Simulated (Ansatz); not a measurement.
# HPbNO4 (Pmmn) in Ansatz: relaxation of cell and atoms with PBE+D4

Aim: the relaxation of cell and atoms of HPbNO4 with PBE+D4.

Everything below comes from runs of Ansatz 0.2.0. Logs are shortened: lines on timing, memory, paths and dates and some standing lists are left out, and cuts for length are marked.

## Step 1: Starting point

Symmetry: Pmmn, No. 59, orthorhombic system. The conventional cell has a = 4.925 Å, b = 5.597 Å, c = 7.243 Å, α = 90.00°, β = 90.00°, γ = 90.00°. H (site symmetry mm2) is surrounded by 1 O at 0.97 Å. Pb (site symmetry mm2) is surrounded by 6 O at 2.55 to 2.80 Å. Around N (site symmetry mm2) lie 3 O at 1.22 to 1.29 Å. O (site symmetry mm2) is surrounded by 1 H at 0.97 Å. O (site symmetry m) is surrounded by 1 N at 1.29 Å. O (site symmetry mm2) is surrounded by 1 N at 1.22 Å.

The cell was built by a generator and needn't be a form met in nature.

## Step 2: Relaxation of cell and atoms, PBE+D4

The input, input.yaml:

```yaml
crystal:
  lattice:
    - [4.92453, 0.0, 0.0]
    - [0.0, 5.5972, 0.0]
    - [0.0, 0.0, 7.24347]
  atoms:
    - { symbol: H, position: [0.0, 0.5, 0.19317] }
    - { symbol: H, position: [0.5, 0.0, 0.80683] }
    - { symbol: Pb, position: [0.5, 0.5, 0.95257] }
    - { symbol: Pb, position: [0.0, 0.0, 0.04743] }
    - { symbol: "N", position: [0.0, 0.0, 0.63654] }
    - { symbol: "N", position: [0.5, 0.5, 0.36346] }
    - { symbol: O, position: [0.0, 0.5, 0.0586] }
    - { symbol: O, position: [0.5, 0.0, 0.9414] }
    - { symbol: O, position: [0.0, 0.19569, 0.72995] }
    - { symbol: O, position: [0.0, 0.80431, 0.72995] }
    - { symbol: O, position: [0.0, 0.0, 0.4675] }
    - { symbol: O, position: [0.5, 0.69569, 0.27005] }
    - { symbol: O, position: [0.5, 0.30431, 0.27005] }
    - { symbol: O, position: [0.5, 0.5, 0.5325] }
hamiltonian:
  xc: pbe
  pseudopotentials: { kind: paw }
  dispersion: d4
kpoints:
  mp_grid: { grid: [4, 4, 3] }
scf:
  occupations: { method: fermi_dirac, width: 0.05 }
output:
  forces: true
  stress: true
  eigenvalues: true
relax:
  f_tol: 0.01
  max_steps: 40
  cell: { stress_tol: 0.05 }
```

Potentials or basis: Ansatz PAW.

Run with:

```
$ ansatz run input.yaml --threads 8 --pin off --max-ram 20480MiB --backend cpu --events-out ev --progress --plain --runs-dir out
```

Output:

```text
Warning: RAYON_NUM_THREADS=8 ignored (pool sized by the plan → 8); use --threads N
Engine: ansatz 0.2.0, aarch64-unknown-linux-gnu
Pseudopotentials: kind: paw
Pseudopotential: H, paw, valence charge 1, recommended cutoff 420 eV (normal), H.paw.azcp
Pseudopotential: Pb, paw, valence charge 14, recommended cutoff 420 eV (normal), Pb.paw.azcp
Pseudopotential: N, paw, valence charge 5, recommended cutoff 420 eV (normal), N.paw.azcp
Pseudopotential: O, paw, valence charge 6, recommended cutoff 420 eV (normal), O.paw.azcp
Functional definition: PBE
  parameter kappa = 0.804
  parameter beta = 0.06672455060314922
  exchange = pbe_x(kappa = kappa, mu = beta*pi^2/3)
  correlation = pbe_c(beta = beta)
Crystal: 14 atoms, lattice volume = 199.656 Å³
Basis set: ecut = 420 eV, 3939 PW (Γ), exchange–correlation on 72×80×100 points (8 copies of the dense FFT grid, shifted against one another)
Bands: 58, of which v1, the nominal top of the filled ones, is band 44 counted from 1 (43 counted from 0)
Symmetry: 8 space group operations
Space group: Pmmn (ITA 59), of the structure as read, at distance tolerance 5.8e-5 Å
k-points: 18 of 48
Non-local potential: H, projectors of the file, l = 0: 2, l = 1: 1
Non-local potential: Pb, projectors of the file, l = 0: 2, l = 1: 2, l = 2: 2, l = 3: 2
Non-local potential: N, projectors of the file, l = 0: 2, l = 1: 2, l = 2: 1
Non-local potential: O, projectors of the file, l = 0: 2, l = 1: 2, l = 2: 1
PAW form: soft (Blöchl's): semilocal exchange-correlation on the pseudo side does not see the compensation charge
PAW one-centre angular grid: H, 110 points (default); XC on 64 Gauss nodes
PAW one-centre angular grid: Pb, 590 points (default); XC on 64 Gauss nodes
PAW one-centre angular grid: N, 110 points (default); XC on 64 Gauss nodes
PAW one-centre angular grid: O, 110 points (default); XC on 64 Gauss nodes
Initial density: superposition of atomic densities (neutral atoms: chi_scale 0, normalization atom), corrected by the library's trained network
Initial wavefunctions: pseudopotential atomic-orbital guess
Functional: x = pbe(κ = 0.804, μ = 0.2195149727645171), c = pbe(β = 0.06672455060314922)
SCF iter   1: F=—  HF=-29144.088052 eV  |F-HF|=—  |Δ(HF+E_count)|=         —  Δρ=4.12e-3  dr2=2.61e-2  ethr=1.77e-3  ⟨swp⟩=6.0  Hψ=4565  notcnv=0  defer=34
preconditioner: auto → Resta (q_TF=auto, 2.380 Å⁻¹)  ε∞=3.3  [insulator: Δε(μ)=2.770 eV  Ē_g=16.398 eV  σ=0.050 eV  W_gap=1.00  n_scr=38 (ndim 8)  ℏωp=24.7 eV  f_vac=0.165  D(μ)=0.00/eV (n_scr^D=0)  ε∞_Penn≈3.3]
SCF iter   2: F=—  HF=-29144.087673 eV  |F-HF|=—  |Δ(HF+E_count)|=   3.79e-4  Δρ=2.43e-3  dr2=6.42e-3  ethr=2.96e-5  ⟨swp⟩=2.0  Hψ=1692  notcnv=0  defer=105
SCF iter   3: F=—  HF=-29144.087596 eV  |F-HF|=—  |Δ(HF+E_count)|=   7.75e-5  Δρ=1.12e-3  dr2=1.57e-3  ethr=7.30e-6  ⟨swp⟩=2.0  Hψ=1659  notcnv=0  defer=105
SCF iter   4: F=—  HF=-29144.088057 eV  |F-HF|=—  |Δ(HF+E_count)|=   4.61e-4  Δρ=5.72e-4  dr2=5.52e-4  ethr=1.78e-6  ⟨swp⟩=2.0  Hψ=1659  notcnv=0  defer=105
SCF iter   5: F=—  HF=-29144.088055 eV  |F-HF|=—  |Δ(HF+E_count)|=   2.09e-6  Δρ=1.14e-4  dr2=3.99e-5  ethr=6.27e-7  ⟨swp⟩=2.0  Hψ=1402  notcnv=0  defer=105
SCF iter   6: F=—  HF=-29144.087739 eV  |F-HF|=—  |Δ(HF+E_count)|=   3.15e-4  Δρ=4.26e-5  dr2=3.30e-6  ethr=4.54e-8  ⟨swp⟩=2.0  Hψ=1375  notcnv=0  defer=105
SCF iter   7: F=—  HF=-29144.087742 eV  |F-HF|=—  |Δ(HF+E_count)|=   2.97e-6  Δρ=1.22e-5  dr2=2.98e-7  ethr=3.75e-9  ⟨swp⟩=2.0  Hψ=1344  notcnv=0  defer=105
SCF iter   8: F=-29144.087743 eV  HF=-29144.087743 eV  |F-HF|=3.60e-8  |Δ(HF+E_count)|=   2.46e-7  Δρ=6.33e-6  dr2=7.31e-8  ethr=1.14e-10  ⟨swp⟩=14.9  Hψ=5513  notcnv=0
WARN: dispersion: an atom stands within reach of a switch of its C6 between two reference coordination numbers of its element: through that C6 alone, e_disp changes by 0.025 eV or more while the distances to its neighbours run over a stretch of 0.05 Å that contains this geometry (sites counted from 0 in the run's list of atoms or, in a supercell that it derives, in that cell's: here a list of 14) — site 2 (Pb): coordination number 2.758 (about 2.21 to 3.31 with every neighbour 0.05 Å farther or nearer), switch near 3.282 between the references 2.800 (weight 0.99) and 3.764 (weight 0.00), e_disp changing by some 0.03 eV; site 3 (Pb): coordination number 2.758 (about 2.21 to 3.31 with every neighbour 0.05 Å farther or nearer), switch near 3.282 between the references 2.800 (weight 0.99) and 3.764 (weight 0.00), e_disp changing by some 0.03 eV; some 0.05 eV in sum. This is how the published method behaves, and the energy and the forces stay consistent. Where you compare this geometry's total energy with another's, compare their components.e_disp too, and, where the geometries are yours to choose, keep both on one side of the switch, which a site's coordination number tells: a relaxation that ends in reach of it can search the other side under relax.adjacent_minimum: search, except where no move that the cell, the constraints and the symmetry allow carries the atom there
[... 199 lines left out ...]
Free energy (F): -29144.147911 eV
Harris-Foulkes:  -29144.147911 eV  (|F-HF|=3.64e-12)
Internal energy: -29144.147911 eV  (E = F + TS)
E sigma→0 (E₀):  -29144.147911 eV
Fermi energy:    5.083601 eV
--- Per-component energies (eV) ---
  E_band       = -532.377472
  E_kinetic    = 2256.417308
  E_local      = -6918.473313  (includes V_loc(G=0)·N_el)
  E_nonlocal   = 1180.316320
  E_hartree    = 2556.692331
  E_xc         = -1162.730302
  E_vxc        = -1183.319025  (∫ρ·V_xc dr)
  E_paw        = -22322.721544  (= ΣΔE_a)
  E_vpaw       = -980.720425  (= ΣTr[D̂ρ^β])
  E_aug_tail   = 0.017054  (compensation charges beyond the density's cutoff)
  E_ewald      = -4731.810566
  E_disp       = -1.855200  (pairwise vdW)
  E_smearing   = -0.000000  (= −TS)
  E_closure    = -0.000000  (closes the sum)
  Σ components = -29144.147911   (vs F -29144.147911, Δ=0.00e0)
--- Forces (eV/Å), atoms counted from 1 ---
  atom   1  H     -0.00000000    -0.00000000     0.00102972
  atom   2  H      0.00000000     0.00000000    -0.00102972
  atom   3  Pb    -0.00000000     0.00000000    -0.00098799
  atom   4  Pb     0.00000000    -0.00000000     0.00098799
  atom   5  N      0.00000000    -0.00000000     0.00068422
  atom   6  N     -0.00000000     0.00000000    -0.00068422
  atom   7  O     -0.00000000     0.00000000    -0.00079858
  atom   8  O      0.00000000    -0.00000000     0.00079858
  atom   9  O     -0.00000000     0.00079834     0.00056173
  atom  10  O      0.00000000    -0.00079834     0.00056173
  atom  11  O      0.00000000    -0.00000000    -0.00131864
  atom  12  O     -0.00000000     0.00079834    -0.00056173
  atom  13  O      0.00000000    -0.00079834    -0.00056173
  atom  14  O     -0.00000000     0.00000000     0.00131864
  max |Σ_I F_I| component: 8.67e-19 eV/Å
--- Stress (GPa, compression-positive) ---
       -0.002278       0.000000      -0.000000
        0.000000       0.004815      -0.000000
       -0.000000      -0.000000       0.004290
  P = ⅓ Tr σ = 0.0023 GPa (0.023 kbar)
--- Band table (eV; the first three rows and the last of 18) ---
  k-point 0: bands = ["-21.8780", "-21.8369", "-16.6884", "-16.6630", "-16.0315", "-16.0140", "-14.4148", "-14.3933", "-11.7414", "-11.6535", "-11.6492", "-11.6471", "-11.6415", "-11.6386", "-11.6248", "-11.5931", "-11.5735", "-11.4088", "-6.2827", "-5.7106", "-4.1179", "-3.9704", "-3.8554", "-3.6654", "-3.5175", "-3.2611", "-2.7868", "-1.8491", "-0.7167", "-0.4516", "0.5645", "0.6293", "1.3240", "1.4560", "1.5294", "1.6972", "1.7610", "1.9511", "1.9752", "2.0222", "2.2771", "2.4154", "3.3279", "3.6833", "6.7137", "7.4797", "8.8676", "8.9679", "9.4390", "9.9313", "10.1878", "10.6587", "10.7237", "10.8844", "12.2074", "13.0790", "14.1833", "14.4606"]
  k-point 1: bands = ["-21.8762", "-21.8372", "-16.7043", "-16.6621", "-16.0333", "-16.0127", "-14.4132", "-14.3938", "-11.7414", "-11.6526", "-11.6494", "-11.6462", "-11.6386", "-11.6215", "-11.6149", "-11.5846", "-11.5735", "-11.4095", "-6.1522", "-5.8077", "-4.0887", "-3.9952", "-3.8782", "-3.6880", "-3.5123", "-3.2625", "-2.7534", "-2.1679", "-0.8638", "-0.5845", "0.4651", "0.6803", "1.4965", "1.6331", "1.7456", "1.8174", "1.9583", "1.9775", "2.0139", "2.0896", "2.2621", "2.3747", "3.3961", "3.6130", "6.7263", "7.4385", "8.2066", "8.8492", "9.3231", "9.8037", "10.6455", "10.7261", "10.8142", "10.8901", "12.3247", "12.7922", "14.4630", "14.6994"]
  k-point 2: bands = ["-21.8710", "-21.8419", "-16.6829", "-16.6644", "-16.0385", "-16.0269", "-14.3806", "-14.3662", "-11.7269", "-11.6732", "-11.6708", "-11.6534", "-11.6387", "-11.6357", "-11.6261", "-11.5861", "-11.5845", "-11.4735", "-6.1694", "-5.7307", "-4.1251", "-4.0745", "-3.8881", "-3.7216", "-3.5080", "-3.2748", "-2.6842", "-2.0807", "-0.8305", "-0.5904", "0.6972", "1.1807", "1.2053", "1.3614", "1.6596", "1.6810", "1.8741", "1.8900", "2.0447", "2.2662", "2.4629", "2.5660", "3.2782", "3.5843", "6.9002", "7.4583", "8.4305", "8.9353", "9.1668", "9.3409", "9.8480", "10.2307", "10.9070", "10.9413", "12.5278", "13.2249", "14.3617", "14.6634"]
  k-point 17: bands = ["-21.8527", "-21.8527", "-16.6710", "-16.6710", "-16.0416", "-16.0416", "-14.3132", "-14.3132", "-11.7093", "-11.7093", "-11.6512", "-11.6512", "-11.6436", "-11.6436", "-11.6060", "-11.6060", "-11.5748", "-11.5748", "-5.8403", "-5.8403", "-4.0374", "-4.0374", "-3.7858", "-3.7858", "-3.6970", "-3.6970", "-2.9309", "-2.9309", "-1.3342", "-1.3342", "1.3118", "1.3118", "1.5926", "1.5926", "2.0134", "2.0134", "2.1080", "2.1080", "2.4304", "2.4304", "3.3192", "3.3192", "3.6133", "3.6133", "6.5443", "6.5443", "7.7607", "7.7607", "9.3781", "9.3781", "9.9830", "9.9830", "11.7463", "11.7463", "12.6119", "12.6119", "14.9198", "14.9198"]
--- Relaxed structure (12 steps of the walk, 11 accepted, 3 SCFs on fresh bases) ---
  F+E_penalty+E_count = -29144.14791127 eV   max|allowed force component| = 1.319e-3 eV/Å   (the final SCF, on the basis selected at the relaxed cell)
  cell:  # Å, volume = 187.6315 Å³
    - [4.814677468822118, -4.3407809276909444e-33, -1.9878362324483607e-33]
    - [-4.933713264392952e-33, 5.472759845289831, -2.0288186882661524e-33]
    - [-2.9238997659985276e-33, -2.625542647019086e-33, 7.120855077648641]
  atoms:
    - { symbol: H, position: [2.2859508884138032e-33, 0.4999999999999999, 0.1987378468541277] }
    - { symbol: H, position: [0.5, -2.3521246506229463e-20, 0.801262153145872] }
    - { symbol: Pb, position: [0.5, 0.4999999999999999, 0.9366335490267906] }
    - { symbol: Pb, position: [5.798247439108118e-34, -2.35212465062303e-20, 0.06336645097320952] }
    - { symbol: N, position: [-1.4342840570497399e-33, -2.352124650623026e-20, 0.6374740928650087] }
    - { symbol: N, position: [0.5, 0.4999999999999999, 0.3625259071349912] }
    - { symbol: O, position: [8.688640226894345e-34, 0.4999999999999999, 0.061993645735561174] }
    - { symbol: O, position: [0.5, -2.3521246506229117e-20, 0.9380063542644387] }
    - { symbol: O, position: [-7.144327774336925e-34, 0.20009557306514536, 0.7312979227768005] }
    - { symbol: O, position: [-8.2321026697615e-34, 0.7999044269348545, 0.7312979227768005] }
    - { symbol: O, position: [-2.284902822503954e-33, -2.3521246506229656e-20, 0.4649224436270547] }
    - { symbol: O, position: [0.5, 0.7000955730651451, 0.2687020772231995] }
    - { symbol: O, position: [0.5, 0.2999044269348546, 0.2687020772231995] }
    - { symbol: O, position: [0.5, 0.4999999999999999, 0.5350775563729452] }
```

It took 40 s on 8 threads of Arm Neoverse V1, shared host; peak memory 0.91 GiB.

What came out:

| Item | Value |
| --- | --- |
| Free energy | -29144.1479 eV |
| Relaxed volume | 13.40 Å³/atom |
| Relaxed cell | a = 4.815 Å, b = 5.473 Å, c = 7.121 Å, α = 90.00°, β = 90.00°, γ = 90.00° |
| Space group after relaxing (to 0.05 Å) | Pmmn (No. 59) |
| Energy gained by relaxing | 4.3 meV/atom |
| Ionic steps | 14 |
| Pressure after relaxing | 0.0 GPa |
| Band gap on the k mesh | 2.76 eV, indirect (least direct gap 2.82 eV) |

The path:
| step | energy change (eV) | largest force (eV/Å) | volume (Å³) |
| --- | --- | --- | --- |
| 1 | 0.0000 | 0.0908 | 199.66 |
| 2 | -0.0585 | 0.1205 | 193.89 |
| 3 | -0.0723 | 0.1346 | 192.37 |
| 4 | -0.0899 | 0.0331 | 189.25 |
| 5 | -0.0904 | 0.0229 | 189.33 |
| 6 | -0.0897 | 0.0121 | 189.52 |
| 7 | -0.0898 | 0.0108 | 189.50 |
| 8 | -0.0898 | 0.0037 | 189.50 |
| 9 | -0.0588 | 0.0028 | 189.50 |
| 10 | -0.0666 | 0.0195 | 187.93 |
| 11 | -0.0671 | 0.0035 | 187.82 |
| 12 | -0.0601 | 0.0031 | 187.82 |
| 13 | -0.0609 | 0.0013 | 187.63 |
| 14 | -0.0602 | 0.0013 | 187.63 |

Final structure:
```
H Pb N O
1.0
     4.81468    0.00000    0.00000
     0.00000    5.47276    0.00000
     0.00000    0.00000    7.12086
H Pb N O
2 2 2 8
Cartesian
  0.0000 2.7364 1.4152
  2.4073 0.0000 5.7057
  2.4073 2.7364 6.6696
  0.0000 0.0000 0.4512
  0.0000 0.0000 4.5394
  2.4073 2.7364 2.5815
  0.0000 2.7364 0.4414
  2.4073 0.0000 6.6794
  0.0000 1.0951 5.2075
  0.0000 4.3777 5.2075
  0.0000 0.0000 3.3106
  2.4073 3.8315 1.9134
  2.4073 1.6413 1.9134
  2.4073 2.7364 3.8102
```

Levels at points of the mesh, in eV from the valence-band top:
| k point | band 40 | band 41 | band 42 | band 43 | band 44 | band 45 | band 46 | band 47 | band 48 | band 49 |
| --- | --- | --- | --- | --- | --- | --- | --- | --- | --- | --- |
| (0.00, 0.00, 0.00) | -1.66 | -1.41 | -1.27 | -0.36 | 0.00 | 3.03 | 3.80 | 5.18 | 5.28 | 5.76 |
| (0.00, -0.50, 0.00) | -1.24 | -0.71 | -0.71 | -0.33 | -0.33 | 3.58 | 3.58 | 4.21 | 4.21 | 5.57 |
| (-0.50, 0.00, 0.00) | -1.33 | -0.69 | -0.69 | -0.18 | -0.18 | 3.39 | 3.39 | 4.89 | 4.89 | 6.12 |
| (-0.50, -0.50, 0.00) | -1.26 | -0.39 | -0.39 | -0.06 | -0.06 | 2.76 | 2.76 | 4.29 | 4.29 | 6.04 |

Caveat: odd divisions of the mesh miss points on the zone boundary, where band edges often lie, so the gap on the mesh can be too wide; the plane-wave basis is chosen anew once the cell has moved, so the energies of steps on either side of that aren't comparable; the pressure holds a Pulay correction of +0.7 GPa for the finite cutoff; spin-orbit coupling is left out, which as a rule narrows the gap of such compounds by several tenths of an eV. A k mesh can miss the band edges.
